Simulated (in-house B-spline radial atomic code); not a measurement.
**Xe⁴⁺: excited configurations**

Wanted: excitation energies of Xe⁴⁺ as differences of total energies (ΔSCF).

The numbers are computed with in-house B-spline radial atomic code version 1 (Dirac-Hartree-Fock, average of configuration, Fermi nucleus, basis-set limit), except any that are marked as measured or tabulated.

**1. The atom as given**

| Property | Result |
| --- | --- |
| element | xenon (Z = 54) |
| charge | +4 |
| electrons | 50 |
| configuration | [Kr] 4d10 5s2 5p2 |
| Hamiltonian | Dirac-Coulomb |
| nucleus | Fermi, rms radius 4.786 fm |

The outer shells:

[Kr] 4d10 5s2 5p2
```
[Kr] core
4d [↑↓][↑↓][↑↓][↑↓][↑↓]
5s [↑↓]
5p [↑ ][↑ ][  ]
```

The boxes draw the filling by Hund's rule, which heavy ions in jj coupling don't follow; these runs average over all states of the configuration.

Input settings:

```ini
Z = 54
electrons = 50.0
configuration = [Kr] 4d10 5s2 5p2
hamiltonian = dirac
method = hf
spin_polarised = False
nucleus = fermi
rms_radius = 4.7859
mass_number = 132
atomic_mass = 131.90415508346
speed_of_light = 137.035999084
```

From the earlier run of the reference: total energy -7443.043944 hartree. Levels, eight at most:

| orbital | occupation | energy (eV) | <r> (bohr) |
| --- | --- | --- | --- |
| 4s1/2 | 2 | -276.17 | 0.7165 |
| 4p1/2 | 2 | -222.17 | 0.7472 |
| 4p3/2 | 4 | -209.37 | 0.7728 |
| 4d3/2 | 4 | -120.29 | 0.8622 |
| 4d5/2 | 6 | -118.17 | 0.8727 |
| 5s1/2 | 2 | -66.883 | 1.735 |
| 5p1/2 | 0.666667 | -54.188 | 1.920 |
| 5p3/2 | 1.33333 | -52.359 | 1.978 |

**2. Run with [Kr] 4d10 5s1 5p2 7g1**

Input settings:

```ini
Z = 54
electrons = 50.0
configuration = [Kr] 4d10 5s1 5p2 7g1
hamiltonian = dirac
method = hf
spin_polarised = False
nucleus = fermi
rms_radius = 4.7859
mass_number = 132
atomic_mass = 131.90415508346
speed_of_light = 137.035999084
```

**3. Configuration [Kr] 4d9 5s2 5p2 6g1**

Changes to the settings of step 2:

```diff
@@ -2,3 +2,3 @@
 electrons = 50.0
-configuration = [Kr] 4d10 5s1 5p2 7g1
+configuration = [Kr] 4d9 5s2 5p2 6g1
 hamiltonian = dirac
```

**4. [Kr] 4d10 5s1 5p2 6d1**

Changes to the settings of step 3:

```diff
@@ -2,3 +2,3 @@
 electrons = 50.0
-configuration = [Kr] 4d9 5s2 5p2 6g1
+configuration = [Kr] 4d10 5s1 5p2 6d1
 hamiltonian = dirac
```

**5. Run with [Ar] 3d9 4s2 4p6 4d10 5s2 5p2 9d1**

Changes to the settings of step 4:

```diff
@@ -2,3 +2,3 @@
 electrons = 50.0
-configuration = [Kr] 4d10 5s1 5p2 6d1
+configuration = [Ar] 3d9 4s2 4p6 4d10 5s2 5p2 9d1
 hamiltonian = dirac
```

**6. [Kr] 4d10 5s1 5p2 9f1**

Changes to the settings of step 5:

```diff
@@ -2,3 +2,3 @@
 electrons = 50.0
-configuration = [Ar] 3d9 4s2 4p6 4d10 5s2 5p2 9d1
+configuration = [Kr] 4d10 5s1 5p2 9f1
 hamiltonian = dirac
```

**7. Run with [Kr] 4d10 5s1 5p2 5d1**

Changes to the settings of step 6:

```diff
@@ -2,3 +2,3 @@
 electrons = 50.0
-configuration = [Kr] 4d10 5s1 5p2 9f1
+configuration = [Kr] 4d10 5s1 5p2 5d1
 hamiltonian = dirac
```

Before running: How far above the reference does each configuration lie (order and size, in eV)?

**Answer**, as computed:

| net move | configuration | energy above the reference (eV) | with Breit, QED, recoil (eV) | largest <r> (bohr) |
| --- | --- | --- | --- | --- |
| 5s → 5d | [Kr] 4d10 5s1 5p2 5d1 | 32.587 | 32.519 | 2.57 |
| 5s → 6d | [Kr] 4d10 5s1 5p2 6d1 | 47.709 | 47.644 | 4.98 |
| 5s → 7g | [Kr] 4d10 5s1 5p2 7g1 | 59.499 | 59.434 | 12.5 |
| 5s → 9f | [Kr] 4d10 5s1 5p2 9f1 | 61.591 | 61.525 | 19.6 |
| 4d → 6g | [Kr] 4d9 5s2 5p2 6g1 | 106.50 | 106.52 | 8.65 |
| 3d → 9d | [Ar] 3d9 4s2 4p6 4d10 5s2 5p2 9d1 | 725.65 | 725.29 | 15.3 |

Quantum defects of the promoted electron, δ = n − ζ/√(−2ε) with ζ = 5 and ε its orbital energy in hartree:

| promotion | δ |
| --- | --- |
| 5s → 6d | 1.746 |
| 5s → 7g | 0.030 |
| 5s → 9f | 0.676 |
| 4d → 6g | 0.027 |
| 3d → 9d | 1.744 |

What this shows: At the bottom stands 5s → 5d (32.587 eV), at the top 3d → 9d (725.65 eV). 4 of them lie more than 2 % above the ionisation threshold that Koopmans' theorem gives (52.359 eV), where such states can decay by emitting an electron. Of those tabulated, the defect is largest for 6d (1.75) and least for 6g (0.03): low angular momentum penetrates the core, high angular momentum stays outside it. Two partly filled shells share a symmetry and can mix in the average, which may lower the energy, for: 3d → 9d. These are averages over configurations, without correlation, not spectroscopic levels.
